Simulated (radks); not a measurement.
**Valence configurations of Sn²⁺**

NIST gives [Kr] 4d10 5s2 as the ground configuration of Sn²⁺. Does this level of theory agree? Several fillings of the valence shells are run.

Method: scalar-relativistic Kohn-Sham, LDA (Slater exchange, Perdew-Wang correlation), spin-polarised, spherical densities, point nucleus; open shells are filled with parallel spins first. Code: radks (a radial shooting solver on a logarithmic mesh, Libxc functionals) version 1.

## 1. What is computed

| Item | Value |
| --- | --- |
| element | tin (Z = 50) |
| charge | +2 |
| electrons | 48 |
| configuration | [Kr] 4d10 5s2 |
| others tried | 4d9 5s2 5p1; 4d9 5s1 5p2; 4d10 5s1 5p1; 4d8 5s2 5p2; 4d9 5p3; 4d9.5 5s2 5p0.5; 4d9 5s1.5 5p1.5; 4d8 5p4; 4d8 5s1.5 5p2.5 |

The outer shells:

Sn²⁺
```
[Kr] core
4d [↑↓][↑↓][↑↓][↑↓][↑↓]
5s [↑↓]
```

## 2. [Kr] 4d10 5s2

Settings of this run:

```text
Z 50
configuration [Kr] 4d10 5s2
relativity scalar-relativistic
functional lda,pw
spin polarised
nucleus point
c 137.035999084
```

## 3. [Kr] 4d9 5s2 5p1

Settings of this run:

```text
Z 50
configuration [Kr] 4d9 5s2 5p1
relativity scalar-relativistic
functional lda,pw
spin polarised
nucleus point
c 137.035999084
```

## 4. [Kr] 4d9 5s1 5p2

Settings of this run:

```text
Z 50
configuration [Kr] 4d9 5s1 5p2
relativity scalar-relativistic
functional lda,pw
spin polarised
nucleus point
c 137.035999084
```

## 5. [Kr] 4d10 5s1 5p1

Settings of this run:

```text
Z 50
configuration [Kr] 4d10 5s1 5p1
relativity scalar-relativistic
functional lda,pw
spin polarised
nucleus point
c 137.035999084
```

## 6. [Kr] 4d8 5s2 5p2

Settings of this run:

```text
Z 50
configuration [Kr] 4d8 5s2 5p2
relativity scalar-relativistic
functional lda,pw
spin polarised
nucleus point
c 137.035999084
```

## 7. [Kr] 4d9 5p3

Settings of this run:

```text
Z 50
configuration [Kr] 4d9 5p3
relativity scalar-relativistic
functional lda,pw
spin polarised
nucleus point
c 137.035999084
```

## 8. [Kr] 4d9.5 5s2 5p0.5

Settings of this run:

```text
Z 50
configuration [Kr] 4d9.5 5s2 5p0.5
relativity scalar-relativistic
functional lda,pw
spin polarised
nucleus point
c 137.035999084
```

## 9. [Kr] 4d9 5s1.5 5p1.5

Settings of this run:

```text
Z 50
configuration [Kr] 4d9 5s1.5 5p1.5
relativity scalar-relativistic
functional lda,pw
spin polarised
nucleus point
c 137.035999084
```

## 10. [Kr] 4d8 5p4

Settings of this run:

```text
Z 50
configuration [Kr] 4d8 5p4
relativity scalar-relativistic
functional lda,pw
spin polarised
nucleus point
c 137.035999084
```

## 11. [Kr] 4d8 5s1.5 5p2.5

Settings of this run:

```text
Z 50
configuration [Kr] 4d8 5s1.5 5p2.5
relativity scalar-relativistic
functional lda,pw
spin polarised
nucleus point
c 137.035999084
```

Before running it: what results should come out? Wanted: for each run, valence; E − E(NIST configuration); moment; highest level; its energy; 1s shift.

As calculated:

```
        valence  E − E(NIST configuration) (eV)  moment (μB)  highest level  its energy (eV)  1s shift (eV)
       4d10 5s2                           0.000            0             5s          -26.530          +0.00
   4d10 5s1 5p1                           7.627            2          5p up          -19.529          -1.41
4d9.5 5s2 5p0.5                          13.051            1          5p up          -19.359          -4.16
    4d9 5s2 5p1                          26.968            2          5p up          -20.490          -8.36
4d9 5s1.5 5p1.5                          30.845            3          5p up          -21.085          -9.00
    4d9 5s1 5p2                          34.341            4          5p up          -21.621          -9.59
        4d9 5p3                          43.641            4          5p up          -22.239         -10.94
    4d8 5s2 5p2                          57.473            4          5p up          -22.572         -16.87
4d8 5s1.5 5p2.5                          61.234            5          5p up          -23.082         -17.44
        4d8 5p4                          77.114            4        5p down          -22.017         -19.51
```

**Reading.** The NIST configuration is the lowest of those tried, 7.627 eV under 4d10 5s1 5p1. The energies are those of spherical high-spin densities, not of single terms. The 1s eigenvalue shifts by up to 19.51 eV as the valence charge is rearranged.
